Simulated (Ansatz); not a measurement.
**Cl2FISi: harmonic frequencies at the relaxed geometry from a Python script**

At which frequencies does Cl2FISi vibrate? The task is harmonic frequencies at the relaxed geometry, for Cl2FISi.

All numbers are computed with Ansatz 0.2.0 through its Python package. Level of theory: PBE0/def2-SVP.

### Step 1. Starting point

Bond lengths: F1–Si2 1.649 Å, Si2–Cl3 2.070 Å, Si2–Cl4 2.052 Å, Si2–I5 2.439 Å. Angles: F1–Si2–Cl3 111.6°, F1–Si2–Cl4 107.2°, F1–Si2–I5 111.0°, Cl3–Si2–Cl4 107.8°, Cl3–Si2–I5 110.2°, Cl4–Si2–I5 108.8°.

No structure file is read: the coordinates are typed or built in the script.

### Step 2. Script

The input, freq.py:

```python
'''Vibrations of Cl2FISi.'''

import argparse

import ansatz as az
from ase import Atoms
from ase.thermochemistry import IdealGasThermo
import numpy as np

parser = argparse.ArgumentParser(description='Vibrations of Cl2FISi.')
parser.add_argument('--basis', required=True, help='basis')
parser.add_argument('--xc', required=True, help='exchange-correlation functional')
args = parser.parse_args()


def main() -> None:
    mol = (
        az.Crystal.molecule()
        .atom('F', (0.8795, -0.5464, 1.4375))
        .atom('Si', (0.0288, -0.0874, 0.1017))
        .atom('Cl', (-2.013, -0.1668, 0.4331))
        .atom('Cl', (0.4749, -1.4221, -1.3921))
        .atom('I', (0.6797, 2.149, -0.6217))
    )

    calc = mol.calculation()
    calc = calc.basis(gaussian=args.basis).functional(args.xc)
    symbols = [site.symbol for site in mol.cartesian_sites]
    start = np.array([site.position_ang for site in mol.cartesian_sites], dtype=float)
    data = calc.relax(force_tolerance=0.003).run(threads=1).report
    end = np.array(data['positions_ang'])

    print('final positions (A) and the move of each atom')
    for symbol, xyz, old in zip(symbols, end, start):
        print(f'{symbol:2s} {xyz[0]:10.5f} {xyz[1]:10.5f} {xyz[2]:10.5f}   {np.linalg.norm(xyz - old):7.4f}')

    # frequencies need a stationary point, so they are taken at the relaxed geometry
    minimum = az.Crystal.molecule()
    for symbol, place in zip(symbols, end):
        minimum = minimum.atom(symbol, place.tolist())
    vibrating = (
        minimum.calculation()
        .basis(gaussian=args.basis)
        .functional(args.xc)
        .phonons(temperatures=(100, 500, 100))
    )
    vib = vibrating.run(threads=1).report['vibrations']
    sums = vib['harmonic_sums']
    modes = [m['omega_inv_cm'] for m in sums['modes_at_gamma'] if m['rigid_motion'] == 'no']
    print('frequencies (1/cm):', ' '.join(f'{w:.0f}' for w in modes))
    print('imaginary modes:', sum(w < 0 for w in modes), ' zero-point energy:', round(sums['zero_point_energy_ev'], 4), 'eV')
    # rigid rotor and ideal gas, symmetry number taken as one
    gas = IdealGasThermo(vib_energies=[w / 8065.544 for w in modes if w > 0], geometry='linear' if len(modes) == 3 * len(symbols) - 5 else 'nonlinear',
                         atoms=Atoms(symbols, positions=end), symmetrynumber=1, spin=0.0)
    print(f'H(298 K) - E = {gas.get_enthalpy(298.15, verbose=False):.4f} eV')
    print(f'S(298 K, 1 bar) = {96485.33 * gas.get_entropy(298.15, 1e5, verbose=False):.1f} J/(mol K) with symmetry number 1')


if __name__ == '__main__':
    main()
```

### Step 3. Launch

The run is started by

```console
python freq.py --basis def2-SVP --xc pbe0
```

Q: Predict the main results. Wanted: moves of the relaxation of run 1; energy gained in run 1; last largest force component of run 1; highest frequency; imaginary modes; zero-point energy.

**Answer**, as computed:

| quantity | value |
| --- | --- |
| runs compared | 2 |
| moves of the relaxation of run 1 | 5 |
| energy gained in run 1 | 0.084 eV |
| last largest force component of run 1 | 0.0008 eV/Å |
| highest frequency | 935 cm⁻¹ |
| imaginary modes | 0 |
| zero-point energy | 0.213 eV |

In words: Run 1: After 5 moves the largest shift is 0.090 Å, of atom 1 (F). All frequencies are real, so the geometry is a minimum. The values are harmonic; measured fundamentals also hold anharmonic shifts, mostly downward for stretches. Reading the output:
- The frequencies are harmonic and unscaled, in a modest basis. The result belongs to the one conformer reached from this start, and soft torsions count as harmonic oscillators.
- The entropy takes a symmetry number of 1; a symmetric molecule's is lower by R ln(sigma).
